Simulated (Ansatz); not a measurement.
# C2H7BFGa: two torsions

How does the energy of C2H7BFGa, SMILES [BH2][GaH][CH2]CF change over two coordinates at once? A grid of runs gives the map.

Computed with Ansatz 0.2.0. Level: RKS PBE0-D4/def2-SVP.

**1. The starting structure**

SMILES `[BH2][GaH][CH2]CF`, 12 atoms, charge 0, spin multiplicity 1.

Atoms are counted from 1 here; the program's logs count them from 0.

Bond lengths: B1–Ga2 2.065 Å, B1–H6 1.220 Å, B1–H7 1.220 Å, Ga2–C3 2.049 Å, Ga2–H8 1.589 Å, C3–C4 1.504 Å, C3–H9 1.106 Å, C3–H10 1.107 Å, C4–F5 1.469 Å, C4–H11 1.109 Å, C4–H12 1.109 Å. Angles: Ga2–B1–H6 121.9°, Ga2–B1–H7 122.3°, H6–B1–H7 115.7°, B1–Ga2–C3 120.5°, B1–Ga2–H8 126.0°, C3–Ga2–H8 112.8°, Ga2–C3–C4 97.5°, Ga2–C3–H9 112.3°, Ga2–C3–H10 110.6°, C4–C3–H9 113.3°, C4–C3–H10 113.2°, H9–C3–H10 109.5°, C3–C4–F5 107.7°, C3–C4–H11 115.2°, C3–C4–H12 114.4°, F5–C4–H11 104.3°, F5–C4–H12 104.5°, H11–C4–H12 109.6°.

Coordinates:

```xyz
12
charge 0, multiplicity 1
B    -2.48530   -0.23101    0.23511
Ga   -0.52590   -0.76601    0.60748
C     0.96876    0.63278    0.52337
C     1.49209    0.27920   -0.84128
F     0.60649   -0.74814   -1.40649
H    -3.21306    0.20639    1.11174
H    -2.98304   -0.30888   -0.87589
H    -0.03256   -2.16123    1.18571
H     0.57982    1.66639    0.58803
H     1.70641    0.46412    1.33070
H     1.46696    1.10191   -1.58467
H     2.49641   -0.19062   -0.83991
```

This geometry comes from a loose relaxation at PBE in a small basis, which is not shown.

**2. Geometry optimisation**

input.yaml reads:

```yaml
crystal:
  periodic: [false, false, false]
  atoms:
    - { symbol: B, position_ang: [-2.4853, -0.231006, 0.235111] }
    - { symbol: Ga, position_ang: [-0.525902, -0.766011, 0.60748] }
    - { symbol: C, position_ang: [0.968764, 0.632784, 0.523366] }
    - { symbol: C, position_ang: [1.492091, 0.279197, -0.841284] }
    - { symbol: F, position_ang: [0.606494, -0.748145, -1.406487] }
    - { symbol: H, position_ang: [-3.213056, 0.206395, 1.11174] }
    - { symbol: H, position_ang: [-2.983035, -0.308882, -0.875893] }
    - { symbol: H, position_ang: [-0.032556, -2.161229, 1.185712] }
    - { symbol: H, position_ang: [0.579818, 1.666391, 0.588033] }
    - { symbol: H, position_ang: [1.706412, 0.464116, 1.330696] }
    - { symbol: H, position_ang: [1.466959, 1.101906, -1.584666] }
    - { symbol: H, position_ang: [2.49641, -0.190616, -0.839907] }
basis:
  gaussian: { orbitals: def2-SVP }
hamiltonian:
  xc: pbe0
  dispersion: d4
output:
  forces: true
relax:
  f_tol: 0.003
  max_steps: 120
```

Run with:

```
ansatz run input.yaml --threads 1 --pin off --max-ram 2560MiB --backend cpu --events-out ev --progress --plain --runs-dir out
```

The log of the run (excerpt; [...] marks lines left out):

```text
Warning: RAYON_NUM_THREADS=1 ignored (pool sized by the plan → 1); use --threads N
[...]
Functional definition: PBE0
[...]
1354 factors; integrals over basis functions are off by at most 4.4e-4 eV
[...]
mean field -57933.70663250 eV, -2129.0244498676 hartree, gradient 9.7e-6 eV, S^2 0.000000; 0 other end points of the search recorded, 0 dependent functions left out
[...]
reference -57933.70666553 eV, -2129.0244510816 hartree; 32, 32 occupied and 91, 91 virtual orbitals, 1354 factors
relax step   1: F+E_penalty+E_count = -57933.90371352 eV  Δ(F+E_penalty+E_count) = +0.000e0 eV  max|allowed force component| = 4.724e-1 eV/Å  Δτ_max = 0.0000 Å  (27 SCF iters, accepted)
[...]
relax step   5: F+E_penalty+E_count = -57933.92676919 eV  Δ(F+E_penalty+E_count) = -4.554e-4 eV  max|allowed force component| = 3.148e-2 eV/Å  Δτ_max = 0.0059 Å  (25 SCF iters, accepted)
[...]
relax step   9: F+E_penalty+E_count = -57933.92715177 eV  Δ(F+E_penalty+E_count) = -4.734e-5 eV  max|allowed force component| = 9.505e-3 eV/Å  Δτ_max = 0.0140 Å  (25 SCF iters, accepted)
[...]
relax step  13: F+E_penalty+E_count = -57933.92725431 eV  Δ(F+E_penalty+E_count) = -8.426e-6 eV  max|allowed force component| = 2.233e-2 eV/Å  Δτ_max = 0.0047 Å  (24 SCF iters, accepted)
[...]
relax step  16: F+E_penalty+E_count = -57933.92730871 eV  Δ(F+E_penalty+E_count) = -3.332e-6 eV  max|allowed force component| = 3.117e-3 eV/Å  Δτ_max = 0.0035 Å  (23 SCF iters, accepted)
[...]
1354 factors; integrals over basis functions are off by at most 4.2e-4 eV
[...]
mean field -57933.73019556 eV, -2129.0253157940 hartree, gradient 7.8e-6 eV, S^2 0.000000; 1 other end points of the search recorded, 0 dependent functions left out
[...]
reference -57933.73022844 eV, -2129.0253170024 hartree; 32, 32 occupied and 91, 91 virtual orbitals, 1354 factors
Total energy: -57933.92734347 eV, -2129.0325608461 hartree
Atom 0 at    -2.496633    -0.239910     0.259068 Å, force    -0.000010    -0.000480     0.000694 eV/Å
Atom 1 at    -0.519507    -0.746154     0.606785 Å, force    -0.000338     0.000667     0.001242 eV/Å
Atom 2 at     0.953251     0.637743     0.506044 Å, force    -0.000036    -0.000148    -0.000361 eV/Å
Atom 3 at     1.507095     0.265684    -0.839593 Å, force    -0.002009    -0.001602    -0.000709 eV/Å
Atom 4 at     0.607991    -0.683287    -1.431980 Å, force     0.001725     0.001279    -0.000174 eV/Å
Atom 5 at    -3.218454     0.172979     1.141458 Å, force    -0.000032    -0.000034    -0.000281 eV/Å
Atom 6 at    -3.006442    -0.322692    -0.836936 Å, force     0.000290     0.000121    -0.000248 eV/Å
Atom 7 at    -0.046169    -2.157904     1.131283 Å, force    -0.000217    -0.000067    -0.000220 eV/Å
Atom 8 at     0.564204     1.665058     0.537067 Å, force     0.000054     0.000020    -0.000057 eV/Å
Atom 9 at     1.685747     0.509758     1.315272 Å, force     0.000064    -0.000043     0.000041 eV/Å
Atom 10 at     1.567767     1.091288    -1.563939 Å, force     0.000097     0.000500    -0.000134 eV/Å
Atom 11 at     2.478249    -0.247664    -0.790629 Å, force     0.000409    -0.000214     0.000207 eV/Å
Dipole moment:     0.272736     0.321780     0.021751 e Å
```

It took 2.6 min on 1 thread of Arm Neoverse V1, shared host; peak memory 0.31 GiB.

Step by step:

```
step  energy from step 1 (eV)  largest force component (eV/Å)
   1                   0.0000                          0.4724
   2                  -0.0180                          0.2628
   3                  -0.0219                          0.1104
   4                  -0.0226                          0.0541
   5                  -0.0231                          0.0315
   6                  -0.0233                          0.0091
   7                  -0.0233                          0.0044
   8                  -0.0234                          0.0058
   9                  -0.0234                          0.0095
  10                  -0.0235                          0.0087
  11                  -0.0235                          0.0155
  12                  -0.0235                          0.0206
  13                  -0.0235                          0.0223
  14                  -0.0236                          0.0092
  15                  -0.0236                          0.0050
  16                  -0.0236                          0.0031
  17                  -0.0236                          0.0020
```

Distances of close pairs at the start and the end, largest changes first:

```
  bond  before (Å)  after (Å)  change (Å)
 C4–F5       1.469      1.435      -0.034
Ga2–C3       2.049      2.023      -0.025
Ga2–H8       1.589      1.579      -0.010
C4–H12       1.109      1.100      -0.009
C4–H11       1.109      1.100      -0.009
 B1–H7       1.220      1.212      -0.008
 B1–H6       1.220      1.212      -0.008
C3–H10       1.107      1.099      -0.008
```

**3. The grid**

- dihedral B1–Ga2–C3–C4: 8 values from −180 to 135 °, periodic
- dihedral H6–B1–Ga2–C3: 8 values from −180 to 135 °, periodic

Nothing else is relaxed (all other coordinates rigid). Energies count from the relaxed molecule at the same level. Points are written as (first, second).

Of the runs on the grid, 3 are shown in the steps below; the others differ only in the two coordinates.

**4. Point (−90°, −45°)**

input.yaml reads:

```yaml
crystal:
  periodic: [false, false, false]
  atoms:
    - { symbol: B, position_ang: [-2.496633, -0.23991, 0.259068] }
    - { symbol: Ga, position_ang: [-0.519507, -0.746154, 0.606785] }
    - { symbol: C, position_ang: [0.694104, 0.446765, 1.701514] }
    - { symbol: C, position_ang: [1.225816, 1.297435, 0.58368] }
    - { symbol: F, position_ang: [0.465582, 0.99117, -0.594496] }
    - { symbol: H, position_ang: [-3.218454, 0.172979, 1.141458] }
    - { symbol: H, position_ang: [-3.006442, -0.322692, -0.836936] }
    - { symbol: H, position_ang: [0.122015, -2.133214, 0.210932] }
    - { symbol: H, position_ang: [0.141702, 1.027921, 2.45305] }
    - { symbol: H, position_ang: [1.481914, -0.130064, 2.205898] }
    - { symbol: H, position_ang: [1.107359, 2.381818, 0.725321] }
    - { symbol: H, position_ang: [2.270118, 1.076817, 0.319437] }
basis:
  gaussian: { orbitals: def2-SVP }
hamiltonian:
  xc: pbe0
  dispersion: d4
output:
  forces: true
```

Run with:

```
ansatz run input.yaml --threads 1 --pin off --max-ram 2560MiB --backend cpu --events-out ev --progress --plain --runs-dir out
```

The log of the run (excerpt; [...] marks lines left out):

```text
Warning: RAYON_NUM_THREADS=1 ignored (pool sized by the plan → 1); use --threads N
[...]
Functional definition: PBE0
[...]
1250 factors; integrals over basis functions are off by at most 1.5e-3 eV
[...]
mean field -57933.61909970 eV, -2129.0212330967 hartree, gradient 6.5e-5 eV, S^2 0.000000; 0 other end points of the search recorded, 0 dependent functions left out
[...]
reference -57933.61913241 eV, -2129.0212342986 hartree; 32, 32 occupied and 91, 91 virtual orbitals, 1250 factors
Total energy: -57933.81789459 eV, -2129.0285386740 hartree
Atom 0 at    -2.496633    -0.239910     0.259068 Å, force    -0.239189     0.036849     0.007762 eV/Å
Atom 1 at    -0.519507    -0.746154     0.606785 Å, force     0.116043    -0.047412     0.154105 eV/Å
Atom 2 at     0.694104     0.446765     1.701514 Å, force     0.049969     0.012604    -0.090500 eV/Å
Atom 3 at     1.225816     1.297435     0.583680 Å, force     0.032858     0.034916     0.139781 eV/Å
Atom 4 at     0.465582     0.991170    -0.594496 Å, force     0.051193    -0.065976    -0.118105 eV/Å
Atom 5 at    -3.218454     0.172979     1.141458 Å, force    -0.052581    -0.076854     0.007757 eV/Å
Atom 6 at    -3.006442    -0.322692    -0.836936 Å, force     0.041568     0.091339    -0.016953 eV/Å
Atom 7 at     0.122015    -2.133214     0.210932 Å, force     0.032113    -0.009319    -0.038588 eV/Å
Atom 8 at     0.141702     1.027921     2.453050 Å, force    -0.034183     0.002090    -0.005158 eV/Å
Atom 9 at     1.481914    -0.130064     2.205898 Å, force     0.001821     0.013086    -0.009931 eV/Å
Atom 10 at     1.107359     2.381818     0.725321 Å, force    -0.000411     0.003841    -0.019644 eV/Å
Atom 11 at     2.270118     1.076817     0.319437 Å, force     0.000797     0.004837    -0.010527 eV/Å
Dipole moment:     0.208252     0.233209     0.252958 e Å
```

It took 8.3 s on 1 thread of Arm Neoverse V1, shared host; peak memory 0.28 GiB.

On the map this point reads 11 kJ/mol.

**5. Grid point (−90°, 90°)**

input.yaml reads:

```yaml
crystal:
  periodic: [false, false, false]
  atoms:
    - { symbol: B, position_ang: [-2.496633, -0.23991, 0.259068] }
    - { symbol: Ga, position_ang: [-0.519507, -0.746154, 0.606785] }
    - { symbol: C, position_ang: [0.005032, -2.62357, 1.149465] }
    - { symbol: C, position_ang: [-0.096064, -2.453852, 2.638386] }
    - { symbol: F, position_ang: [-0.702511, -1.177581, 2.889798] }
    - { symbol: H, position_ang: [-3.218454, 0.172979, 1.141458] }
    - { symbol: H, position_ang: [-3.006442, -0.322692, -0.836936] }
    - { symbol: H, position_ang: [0.703364, 0.208582, 0.314805] }
    - { symbol: H, position_ang: [-0.689241, -3.380769, 0.759171] }
    - { symbol: H, position_ang: [1.023839, -2.871021, 0.819947] }
    - { symbol: H, position_ang: [-0.743494, -3.182365, 3.148369] }
    - { symbol: H, position_ang: [0.878842, -2.415685, 3.145502] }
basis:
  gaussian: { orbitals: def2-SVP }
hamiltonian:
  xc: pbe0
  dispersion: d4
output:
  forces: true
```

Run with:

```
ansatz run input.yaml --threads 1 --pin off --max-ram 2560MiB --backend cpu --events-out ev --progress --plain --runs-dir out
```

The log of the run (excerpt; [...] marks lines left out):

```text
Warning: RAYON_NUM_THREADS=1 ignored (pool sized by the plan → 1); use --threads N
[...]
Functional definition: PBE0
[...]
1250 factors; integrals over basis functions are off by at most 1.2e-3 eV
[...]
mean field -57933.69537245 eV, -2129.0240360685 hartree, gradient 8.1e-6 eV, S^2 0.000000; 0 other end points of the search recorded, 0 dependent functions left out
[...]
reference -57933.69540501 eV, -2129.0240372651 hartree; 32, 32 occupied and 91, 91 virtual orbitals, 1250 factors
Total energy: -57933.89420123 eV, -2129.0313428911 hartree
Atom 0 at    -2.496633    -0.239910     0.259068 Å, force     0.006555     0.066862    -0.085310 eV/Å
Atom 1 at    -0.519507    -0.746154     0.606785 Å, force    -0.114839    -0.060257    -0.087914 eV/Å
Atom 2 at     0.005032    -2.623570     1.149465 Å, force     0.021221     0.002805    -0.000543 eV/Å
Atom 3 at    -0.096064    -2.453852     2.638386 Å, force    -0.036646    -0.009536     0.008051 eV/Å
Atom 4 at    -0.702511    -1.177581     2.889798 Å, force     0.147157     0.015620     0.057531 eV/Å
Atom 5 at    -3.218454     0.172979     1.141458 Å, force     0.024795    -0.017044    -0.003186 eV/Å
Atom 6 at    -3.006442    -0.322692    -0.836936 Å, force    -0.033638    -0.032784    -0.009550 eV/Å
Atom 7 at     0.703364     0.208582     0.314805 Å, force     0.006135     0.042991     0.112604 eV/Å
Atom 8 at    -0.689241    -3.380769     0.759171 Å, force    -0.012598    -0.001191    -0.002634 eV/Å
Atom 9 at     1.023839    -2.871021     0.819947 Å, force    -0.013787    -0.000571     0.005359 eV/Å
Atom 10 at    -0.743494    -3.182365     3.148369 Å, force     0.001215     0.001889     0.004682 eV/Å
Atom 11 at     0.878842    -2.415685     3.145502 Å, force     0.004430    -0.008783     0.000909 eV/Å
Dipole moment:     0.102515    -0.404669     0.077241 e Å
```

Run time: 7.9 s. Hardware: 1 thread of Arm Neoverse V1, shared host; peak memory 0.28 GiB.

That is 3.2 kJ/mol from the zero.

**6. Point (135°, −90°)**

input.yaml reads:

```yaml
crystal:
  periodic: [false, false, false]
  atoms:
    - { symbol: B, position_ang: [-2.496633, -0.23991, 0.259068] }
    - { symbol: Ga, position_ang: [-0.519507, -0.746154, 0.606785] }
    - { symbol: C, position_ang: [0.963617, 0.6172, 0.417193] }
    - { symbol: C, position_ang: [1.716982, 0.292674, 1.67538] }
    - { symbol: F, position_ang: [1.153454, -0.909135, 2.221223] }
    - { symbol: H, position_ang: [-3.218454, 0.172979, 1.141458] }
    - { symbol: H, position_ang: [-3.006442, -0.322692, -0.836936] }
    - { symbol: H, position_ang: [-0.051421, -2.133859, 1.196154] }
    - { symbol: H, position_ang: [1.562753, 0.459443, -0.490465] }
    - { symbol: H, position_ang: [0.571963, 1.644018, 0.411365] }
    - { symbol: H, position_ang: [2.784805, 0.068699, 1.535488] }
    - { symbol: H, position_ang: [1.604241, 1.049515, 2.465029] }
basis:
  gaussian: { orbitals: def2-SVP }
hamiltonian:
  xc: pbe0
  dispersion: d4
output:
  forces: true
```

Run with:

```
ansatz run input.yaml --threads 1 --pin off --max-ram 2560MiB --backend cpu --events-out ev --progress --plain --runs-dir out
```

The log of the run (excerpt; [...] marks lines left out):

```text
Warning: RAYON_NUM_THREADS=1 ignored (pool sized by the plan → 1); use --threads N
[...]
Functional definition: PBE0
[...]
1249 factors; integrals over basis functions are off by at most 1.5e-3 eV
[...]
mean field -57932.99766927 eV, -2128.9983959493 hartree, gradient 5.6e-5 eV, S^2 0.000000; 0 other end points of the search recorded, 0 dependent functions left out
[...]
reference -57932.99770158 eV, -2128.9983971368 hartree; 32, 32 occupied and 91, 91 virtual orbitals, 1249 factors
Total energy: -57933.19109891 eV, -2129.0055043578 hartree
Atom 0 at    -2.496633    -0.239910     0.259068 Å, force     0.058627     0.110255     0.041917 eV/Å
Atom 1 at    -0.519507    -0.746154     0.606785 Å, force    -0.400138    -0.267645    -0.197023 eV/Å
Atom 2 at     0.963617     0.617200     0.417193 Å, force    -0.121602    -0.121731     0.101766 eV/Å
Atom 3 at     1.716982     0.292674     1.675380 Å, force     0.057134    -0.482727     0.326807 eV/Å
Atom 4 at     1.153454    -0.909135     2.221223 Å, force     1.104351     1.239427     0.916629 eV/Å
Atom 5 at    -3.218454     0.172979     1.141458 Å, force    -0.027820    -0.013771    -0.007549 eV/Å
Atom 6 at    -3.006442    -0.322692    -0.836936 Å, force    -0.028195    -0.041938    -0.008635 eV/Å
Atom 7 at    -0.051421    -2.133859     1.196154 Å, force    -0.688822    -0.508296    -0.992065 eV/Å
Atom 8 at     1.562753     0.459443    -0.490465 Å, force    -0.022008    -0.016297    -0.077470 eV/Å
Atom 9 at     0.571963     1.644018     0.411365 Å, force     0.017223    -0.013875    -0.060106 eV/Å
Atom 10 at     2.784805     0.068699     1.535488 Å, force     0.014951     0.047576    -0.017251 eV/Å
Atom 11 at     1.604241     1.049515     2.465029 Å, force     0.036299     0.069022    -0.027020 eV/Å
Dipole moment:     0.239232     0.378778    -0.116615 e Å
```

Run time: 8 s. Hardware: 1 thread of Arm Neoverse V1, shared host; peak memory 0.28 GiB.

Energy on the map's scale: 71 kJ/mol.

**7. All points together**

64 points were computed. Energies in kJ/mol, from the relaxed molecule at the same level:

```tsv
dihedral H6–B1–Ga2–C3 (°) ↓, dihedral B1–Ga2–C3–C4 (°) →	−180	−135	−90	−45	0	45	90	135
135	125	32	11	43	125	46	14	82
90	115	22	3	48	55	29	6	71
45	131	35	14	87	104	26	18	85
0	144	47	22	78	208	44	27	98
−45	126	32	11	43	126	46	14	82
−90	115	22	3	48	55	28	6	71
−135	131	35	14	86	104	26	18	85
−180	144	46	22	78	206	43	27	98
```

On the same grid, dipole moment (D):

| dihedral H6–B1–Ga2–C3 (°) ↓, dihedral B1–Ga2–C3–C4 (°) → | −180 | −135 | −90 | −45 | 0 | 45 | 90 | 135 |
| --- | --- | --- | --- | --- | --- | --- | --- | --- |
| 135 | 2.21 | 1.99 | 1.93 | 2.36 | 2.85 | 2.20 | 2.16 | 2.20 |
| 90 | 2.27 | 2.09 | 2.04 | 2.39 | 2.99 | 2.26 | 2.17 | 2.23 |
| 45 | 2.22 | 2.04 | 1.99 | 2.27 | 2.83 | 2.22 | 2.08 | 2.16 |
| 0 | 2.15 | 1.94 | 1.86 | 2.20 | 2.64 | 2.12 | 2.07 | 2.13 |
| −45 | 2.21 | 1.99 | 1.93 | 2.35 | 2.84 | 2.19 | 2.15 | 2.20 |
| −90 | 2.27 | 2.08 | 2.04 | 2.38 | 2.98 | 2.25 | 2.16 | 2.22 |
| −135 | 2.22 | 2.04 | 1.98 | 2.27 | 2.82 | 2.22 | 2.08 | 2.15 |
| −180 | 2.15 | 1.93 | 1.86 | 2.20 | 2.63 | 2.12 | 2.07 | 2.13 |

On the same grid, largest force on an atom (eV/Å):

```csv
"dihedral H6–B1–Ga2–C3 (°) ↓, dihedral B1–Ga2–C3–C4 (°) →",−180,−135,−90,−45,0,45,90,135
135,2.99,0.64,0.26,1.28,3.14,1.13,0.64,1.94
90,2.99,0.67,0.16,1.32,2.15,0.81,0.56,1.89
45,3.06,0.68,0.33,2.02,2.74,0.60,0.72,1.87
0,3.09,0.83,0.59,1.59,4.90,0.93,0.96,1.93
−45,3.00,0.64,0.24,1.29,3.16,1.14,0.65,1.94
−90,2.99,0.67,0.16,1.32,2.14,0.81,0.55,1.90
−135,3.06,0.68,0.34,2.02,2.74,0.58,0.70,1.88
−180,3.08,0.82,0.60,1.59,4.86,0.89,0.95,1.93
```

**8. Outcome**

| quantity | value |
| --- | --- |
| lowest point | (−90°, 90°), 3.2 kJ/mol |
| highest computed point | (0°, 0°), 205 kJ/mol above the lowest |
| dipole moment (D) | 1.86 at (−90°, −180°) to 2.99 at (0°, 90°); 2.04 at the lowest point |
| largest force on an atom (eV/Å) | 0.16 at (−90°, 90°) to 4.90 at (0°, 0°); 0.16 at the lowest point |
| time for the whole task | 15 min on 1 thread, shared host |

What this shows: The lowest computed point is at (−90°, 90°), 3.2 kJ/mol from the relaxed molecule at the same level. The highest computed point, (0°, 0°), lies 205 kJ/mol above the lowest. Between some neighbouring points the energy changes steeply, from close contacts of the rigid frames or a change of state; the map doesn't tell which.
